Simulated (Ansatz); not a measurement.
# LaTiO3: the cost of one run

Computed with Ansatz 0.2.0 (DFT PBEsol, scalar-relativistic, plane waves, PAW).

1 further run of the same task is left out (set aside as unsound or not needed).

### 1 Starting point

Symmetry: Pnma, No. 62, orthorhombic system. The conventional cell has a = 5.655 Å, b = 7.928 Å, c = 5.574 Å, α = 90.00°, β = 90.00°, γ = 90.00°. Around La (site symmetry m) lie 8 O at 2.48 to 2.73 Å. Ti (site symmetry -1) is surrounded by 6 O at 2.02 to 2.03 Å. O (site symmetry 1) has 2 Ti at 2.03 Å and 3 La at 2.50 to 2.73 Å as nearest neighbours. O (site symmetry m) is surrounded by 2 Ti at 2.02 Å and 2 La at 2.48 to 2.54 Å.

Coordinates:

```
CELL_PARAMETERS angstrom
5.65455 0.00000 0.00000
0.00000 7.92792 0.00000
0.00000 0.00000 5.57361
ATOMIC_POSITIONS crystal
La 0.95629 0.25000 0.00631
La 0.04371 0.75000 0.99369
La 0.54371 0.75000 0.50631
La 0.45629 0.25000 0.49369
Ti 0.00000 0.00000 0.50000
Ti 0.00000 0.50000 0.50000
Ti 0.50000 0.00000 0.00000
Ti 0.50000 0.50000 0.00000
O 0.71162 0.03520 0.29011
O 0.28838 0.53520 0.70989
O 0.78838 0.96480 0.79011
O 0.21162 0.46480 0.20989
O 0.28838 0.96480 0.70989
O 0.71162 0.46480 0.29011
O 0.21162 0.03520 0.20989
O 0.78838 0.53520 0.79011
O 0.51203 0.25000 0.93425
O 0.48797 0.75000 0.06575
O 0.98797 0.75000 0.43425
O 0.01203 0.25000 0.56575
```

This cell was relaxed beforehand with the same method: volume 12.49 Å³/atom, gap on the mesh none (metal).

### 2 The cell under PBEsol

input.yaml reads:

```yaml
crystal:
  lattice:
    - [5.6545509911, 0.0, 0.0]
    - [0.0, 7.9279238767, 0.0]
    - [0.0, 0.0, 5.5736116053]
  atoms:
    - { symbol: La, position: [0.9562932757, 0.25, 0.0063056798] }
    - { symbol: La, position: [0.0437067243, 0.75, 0.9936943202] }
    - { symbol: La, position: [0.5437067243, 0.75, 0.5063056798] }
    - { symbol: La, position: [0.4562932757, 0.25, 0.4936943202] }
    - { symbol: Ti, position: [0.0, 0.0, 0.5] }
    - { symbol: Ti, position: [0.0, 0.5, 0.5] }
    - { symbol: Ti, position: [0.5, 0.0, 0.0] }
    - { symbol: Ti, position: [0.5, 0.5, 0.0] }
    - { symbol: O, position: [0.711621678, 0.0352025956, 0.2901075994] }
    - { symbol: O, position: [0.288378322, 0.5352025956, 0.7098924006] }
    - { symbol: O, position: [0.788378322, 0.9647974044, 0.7901075994] }
    - { symbol: O, position: [0.211621678, 0.4647974044, 0.2098924006] }
    - { symbol: O, position: [0.288378322, 0.9647974044, 0.7098924006] }
    - { symbol: O, position: [0.711621678, 0.4647974044, 0.2901075994] }
    - { symbol: O, position: [0.211621678, 0.0352025956, 0.2098924006] }
    - { symbol: O, position: [0.788378322, 0.5352025956, 0.7901075994] }
    - { symbol: O, position: [0.512030762, 0.25, 0.9342506849] }
    - { symbol: O, position: [0.487969238, 0.75, 0.0657493151] }
    - { symbol: O, position: [0.987969238, 0.75, 0.4342506849] }
    - { symbol: O, position: [0.012030762, 0.25, 0.5657493151] }
basis:
  ecutwfc: 420
kpoints:
  mp_grid: { grid: [6, 6, 6] }
hamiltonian:
  xc: pbesol
scf:
  occupations: { method: gaussian, width: 0.1 }
output:
  forces: true
  stress: true
  eigenvalues: true
relax:
  adjacent_minimum: "off"
  f_tol: 0.005
  max_steps: 50
  cell: { stress_tol: 0.05 }
```

Run with:

```
> ansatz run input.yaml --threads 8 --pin off --max-ram 22528MiB --backend cpu --events-out ev --progress --plain --runs-dir out
```

What time and memory should one allow on 8 threads of Arm Neoverse N1, shared host?

About 6.8 min, with a peak of 2.3 GiB.
